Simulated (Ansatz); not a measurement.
# SnW2: the cost of one run

Method: DFT PBE, scalar-relativistic, plane waves, PAW, in Ansatz 0.2.0.

1 further run of the same task is left out (it didn't finish).

## 1. The system as given

It takes space group P4/mmm (No. 123, tetragonal). The conventional cell has a = 3.075 Å, b = 3.075 Å, c = 5.875 Å, α = 90.00°, β = 90.00°, γ = 90.00°. Sn (site symmetry 4/mmm) is surrounded by 8 W at 2.69 Å and 4 Sn at 3.07 Å. W (site symmetry 4mm) is surrounded by 4 Sn at 2.69 Å and 6 W at 2.70 to 3.17 Å.

Coordinates:

```
Sn W
1.0
     3.07478    0.00000    0.00000
     0.00000    3.07478    0.00000
     0.00000    0.00000    5.87462
Sn W
1 2
Direct
  0.00000 0.00000 0.00000
  0.50000 0.50000 0.27000
  0.50000 0.50000 0.73000
```

A structure generator made this guess: species swapped into a database cell of FeSi2 (P4/mmm, No. 123), with Sn on the Fe sites and W on the Si sites. Lengths come from tabulated atomic sizes and are only a guess.

## 2. A first look at the guess

Contents of input.yaml:

```yaml
crystal:
  lattice:
    - [3.07478085, 0.0, 0.0]
    - [0.0, 3.07478085, 0.0]
    - [0.0, 0.0, 5.87461827]
  atoms:
    - { symbol: Sn, position: [0.0, 0.0, 0.0] }
    - { symbol: W, position: [0.5, 0.5, 0.27000001] }
    - { symbol: W, position: [0.5, 0.5, 0.72999999] }
basis:
  ecutwfc: 420
kpoints:
  mp_grid: { grid: [6, 6, 4] }
hamiltonian:
  xc: pbe
scf:
  occupations: { method: gaussian, width: 0.1 }
  lower_state_search: "off"
output:
  forces: true
  stress: true
  eigenvalues: true
```

Launch:

```sh
$ ansatz run input.yaml --threads 1 --pin off --max-ram 2560MiB --backend cpu --events-out ev --progress --plain --runs-dir out
```

**Question.** How long does this run take on 1 thread of Arm Neoverse V1, shared host, and how much memory does it need?

About 2.6 s, with a peak of 0.33 GiB.
